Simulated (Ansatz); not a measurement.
# SiO2: the cost of one run

Program: Ansatz 0.2.0. Level of theory: DFT blyp, scalar-relativistic, plane waves, PAW. These are calculated values, not measurements.

### Step 1. The structure to begin with

Symmetry: P6/mmm, No. 191, hexagonal system. The conventional cell has a = 5.310 Å, b = 5.310 Å, c = 18.000 Å, α = 90.00°, β = 90.00°, γ = 120.00°. Si (site symmetry 3m) has 4 O at 1.61 to 1.62 Å as nearest neighbours. O (site symmetry -6m2) is surrounded by 2 Si at 1.62 Å. Around O (site symmetry 2mm) lie 2 Si at 1.61 Å.

Structure file:

```xyz
12
Lattice="5.3100 0.0000 0.0000 -2.6550 4.5986 0.0000 0.0000 0.0000 18.0000" Properties=species:S:1:pos:R:3 pbc="T T T"
Si    0.0000    3.0657   10.6200
Si    2.6550    1.5329   10.6200
Si    0.0000    3.0657    7.3800
Si    2.6550    1.5329    7.3800
O     0.0000    3.0657    9.0000
O     2.6550    1.5329    9.0000
O     2.6550    0.0000   11.1200
O    -1.3275    2.2993   11.1200
O     1.3275    2.2993   11.1200
O     2.6550    0.0000    6.8800
O    -1.3275    2.2993    6.8800
O     1.3275    2.2993    6.8800
```

### Step 2. Relaxing cell and atoms: SiO2, no spin

File input.yaml:

```yaml
crystal:
  lattice:
    - [5.31, 0.0, 0.0]
    - [-2.655, 4.5985948941, 0.0]
    - [0.0, 0.0, 18.0]
  atoms:
    - { symbol: Si, position: [0.3333333333, 0.6666666667, 0.59] }
    - { symbol: Si, position: [0.6666666667, 0.3333333333, 0.59] }
    - { symbol: Si, position: [0.3333333333, 0.6666666667, 0.41] }
    - { symbol: Si, position: [0.6666666667, 0.3333333333, 0.41] }
    - { symbol: O, position: [0.3333333333, 0.6666666667, 0.5] }
    - { symbol: O, position: [0.6666666667, 0.3333333333, 0.5] }
    - { symbol: O, position: [0.5, 0.0, 0.6177777778] }
    - { symbol: O, position: [0.0, 0.5, 0.6177777778] }
    - { symbol: O, position: [0.5, 0.5, 0.6177777778] }
    - { symbol: O, position: [0.5, 0.0, 0.3822222222] }
    - { symbol: O, position: [0.0, 0.5, 0.3822222222] }
    - { symbol: O, position: [0.5, 0.5, 0.3822222222] }
scf:
  occupations: { method: fixed }
output:
  forces: true
  stress: true
hamiltonian:
  xc: blyp
kpoints:
  mp_grid: { grid: [4, 4, 1] }
relax:
  f_tol: 0.002
  cell: { stress_tol: 0.05, fix: [c, alpha, beta] }
```

On the command line:

```console
$ ansatz run input.yaml --threads 2 --pin off --max-ram 8192MiB --backend cpu --events-out ev --progress --plain --runs-dir out
```

**Question.** How long does this run take on 2 threads of Intel Xeon at 2.30GHz, shared host, and how much memory does it need?

About 13 s, with a peak of 0.69 GiB.
